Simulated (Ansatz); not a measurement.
# CH4BInO: how energies converge with the basis set

One table from this session's results is given with a row withheld; the runs are named, their logs left out.

The runs use Ansatz 0.2.0, Gaussian basis; one geometry, several basis sets.

The runs, in order: PBE0-D4/def2-SVP; ωB97M-V/def2-SVP; PBE0-D4/def2-QZVPP; ωB97M-V/def2-QZVPP; the functionals' def2-TZVPP values are taken from earlier runs.

1 further run of the same task is left out (for a known fault of the program).

**Structure used throughout**

The geometry comes from an earlier relaxation with PBE0-D4 in a triple-zeta def2 set; it is a stationary point, not always the lowest conformer. In takes the def2 core potential; no spin-orbit term is included.

SMILES `[InH2][CH]1BO1`, 8 atoms, charge 0, spin multiplicity 1.

Atoms are counted from 1 here; the program's logs count them from 0.

Bond lengths: In1–C2 2.144 Å, In1–H5 1.721 Å, In1–H6 1.724 Å, C2–B3 1.514 Å, C2–O4 1.539 Å, C2–H7 1.091 Å, B3–O4 1.324 Å, B3–H8 1.185 Å. Angles: C2–In1–H5 118.4°, C2–In1–H6 118.3°, H5–In1–H6 123.2°, In1–C2–B3 125.2°, In1–C2–O4 116.8°, In1–C2–H7 117.5°, B3–C2–O4 51.4°, B3–C2–H7 115.9°, O4–C2–H7 110.1°, C2–B3–O4 65.3°, C2–B3–H8 157.3°, O4–B3–H8 137.4°, C2–O4–B3 63.3°.

The first run:

in.yaml reads:

```yaml
crystal:
  periodic: [false, false, false]
  atoms:
    - {symbol: In, position_ang: [-1.261975, -0.438854, 0.927115]}
    - {symbol: C, position_ang: [0.293212, 0.623736, -0.097815]}
    - {symbol: B, position_ang: [1.399954, -0.016305, -0.908367]}
    - {symbol: O, position_ang: [0.377981, 0.429853, -1.622537]}
    - {symbol: H, position_ang: [-2.022525, -1.755648, 0.120852]}
    - {symbol: H, position_ang: [-1.656913, 0.039280, 2.535672]}
    - {symbol: H, position_ang: [0.435785, 1.675212, 0.154945]}
    - {symbol: H, position_ang: [2.434502, -0.557285, -1.109855]}
basis:
  gaussian: {orbitals: def2-SVP}
hamiltonian: {xc: pbe0, dispersion: d4}
output: {orbitals: {seedname: orbitals}}
```

Command:

```bash
$ ansatz run in.yaml --threads 2 --pin off --events-out ev --progress --plain --max-ram 32768MiB --backend cpu
```

Steps of the session up to this table: PBE0-D4 in def2-SVP; ωB97M-V in def2-SVP; PBE0-D4 in def2-QZVPP; ωB97M-V in def2-QZVPP.

One table of the session follows, with a row left open; its other results are not shown here.

It belongs to the step «Functionals by basis». 

| functional | basis | HOMO (eV) | LUMO (eV) |
| --- | --- | --- | --- |
| PBE0-D4 | def2-SVP | ? | ? |
| PBE0-D4 | def2-TZVPP | -7.37 | -1.80 |
| PBE0-D4 | def2-QZVPP | -7.38 | -1.81 |
| ωB97M-V | def2-SVP | -9.52 | -0.18 |
| ωB97M-V | def2-TZVPP | -9.57 | -0.33 |
| ωB97M-V | def2-QZVPP | -9.59 | -0.37 |

Q: Estimate the row for PBE0-D4, def2-SVP from the others.

The run gave: HOMO (eV): -7.34; LUMO (eV): -1.75. In the column «HOMO (eV)» it is the highest.
